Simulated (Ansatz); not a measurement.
# BrCl2Ga: the cost of one run

Program: Ansatz 0.2.0, Gaussian basis. Level of theory: single points in def2-TZVPP. These are calculated values, not measurements.

Correlated methods freeze the cores. Filled d shells of the heavier atoms are correlated.

## 1. Where the work starts

SMILES `[Cl][Ga]([Cl])[Br]`, 4 atoms, charge 0, spin multiplicity 1.

Atoms are counted from 1 here; the program's logs count them from 0.

Bond lengths: Cl1–Ga2 2.129 Å, Ga2–Cl3 2.168 Å, Ga2–Br4 2.278 Å. Angles: Cl1–Ga2–Cl3 127.3°, Cl1–Ga2–Br4 116.6°, Cl3–Ga2–Br4 115.4°.

Coordinates:

```xyz
4
charge 0, multiplicity 1
Cl    1.2435    0.3829    1.6987
Ga    0.1201   -0.0585   -0.0546
Cl   -0.4612   -2.0158   -0.7837
Br   -0.8602    1.7063   -1.1094
```

## 2. CCSD(T)/def2-TZVPP

run/in.yaml reads:

```yaml
crystal:
  periodic: [false, false, false]
  atoms:
    - {symbol: Cl, position_ang: [1.243500, 0.382900, 1.698700]}
    - {symbol: Ga, position_ang: [0.120100, -0.058500, -0.054600]}
    - {symbol: Cl, position_ang: [-0.461200, -2.015800, -0.783700]}
    - {symbol: Br, position_ang: [-0.860200, 1.706300, -1.109400]}
basis:
  gaussian: {orbitals: def2-TZVPP}
correlation: {method: ccsd_t}
```

On the command line:

```bash
$ ansatz run in.yaml --threads 8 --pin off --events-out ev --progress --plain --max-ram 10444MiB
```

What time and memory should one allow on 8 threads of Arm Neoverse N1, shared host?

About 45 s, with a peak of 1.7 GiB.
